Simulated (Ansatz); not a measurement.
# HSe+ (singlet): from Hartree-Fock to the top rungs at distance Se1–H2 = 1.813 Å, aug-cc-pVDZ

The task here is to estimate one member of a computed series from the others.

The runs use Ansatz 0.2.0, Gaussian basis; aug-cc-pVDZ, core rule «outside noble gas», up to 14 orbitals frozen.

Plan: UHF; CCSD(T) on RHF; CCSD(T) on UHF; BCCD(T) on RHF; CISD; CCSDT(Q) on RHF; CCSDT(Q) on UHF; CASSCF and MRCISD+Q, 2 electrons in 2 orbitals; CASSCF and NEVPT2, 2 electrons in 2 orbitals; CASSCF and MRCISD+Q, 6 electrons in 5 orbitals; CASSCF and NEVPT2, 6 electrons in 5 orbitals; Full CI.

19 further runs of the same task are left out: 1 for a mislabelled method, 14 that didn't finish, 4 set aside as unsound or not needed.

**The geometry**

The geometry derives from a PBE0/def2-TZVP stationary point (not a proven minimum). One bond is set to the value named and the two fragments are kept rigid. No spin-orbit coupling is included. The filled d shell of Se may be among the frozen orbitals whatever the setting's name suggests; the logs give the count.

2 atoms, charge 1, spin multiplicity 1.

Atoms are counted from 1 here; the program's logs count them from 0.

No contacts short enough for the rule that draws bonds.

The first run:

Input file in.yaml:

```yaml
crystal:
  periodic: [false, false, false]
  atoms:
    - {symbol: Se, position_ang: [0.000000, 0.000000, 0.000000]}
    - {symbol: H, position_ang: [0.000000, 0.000000, 1.813000]}
basis:
  gaussian: {orbitals: aug-cc-pVDZ}
total_charge: 1
magnetization: {spin_polarized: true, initial_magnetization: 0}
hamiltonian: {xc: hf}
output: {orbitals: {seedname: orbitals}}
```

Launch:

```bash
ansatz run in.yaml --threads 1 --pin off --events-out ev --progress --plain --max-ram 2393MiB
```

Steps of the session up to this table: UHF; CCSD(T) on RHF; CCSD(T) on UHF; BCCD(T) on RHF; CISD; CCSDT(Q) on RHF; CCSDT(Q) on UHF; CASSCF and MRCISD+Q, 2 electrons in 2 orbitals; CASSCF and NEVPT2, 2 electrons in 2 orbitals; CASSCF and MRCISD+Q, 6 electrons in 5 orbitals; CASSCF and NEVPT2, 6 electrons in 5 orbitals; Full CI.

One of the session's tables, all rows but one given; the rest of the session is left out.

| method | from FCI (kJ/mol) |
| --- | --- |
| RHF | +375.0 |
| RMP2 | +123.3 |
| CISD | +59.3 |
| RCCSD | +35.1 |
| RCCSD(T) | +16.1 |
| BCCD(T) | +16.4 |
| RCCSDT | ? |
| RCCSDT(Q) | -0.3 |
| CASSCF valence | +237.0 |
| NEVPT2 valence | +52.2 |
| MRCISD valence | +9.3 |
| MRCISD+Q valence | -2.4 |
| FCI | 0 |

Estimate the missing values for RCCSDT.

**Answer.** from FCI (kJ/mol): +1.1. In the column «from FCI (kJ/mol)» it lies between FCI (0) and MRCISD valence (+9.3).

Left out of the table: CASSCF pair, NEVPT2 pair, MRCISD pair, MRCISD+Q pair (the active space lost an orbital or holds another state than full CI finds).

To keep in mind: The report flags that the cluster equations may have other roots. Left out of the table: UHF, UMP2, UCCSD, UCCSD(T), UCCSDT, UCCSDT(Q) (another determinant or state than the rows shown). The program flags RCCSDT(Q) as in doubt, so those rows may rest on another solution; read them beside their warnings. RCCSDT(Q), MRCISD+Q valence fall below full CI, which methods that aren't variational can do. Warnings in the runs' records: passed over end.
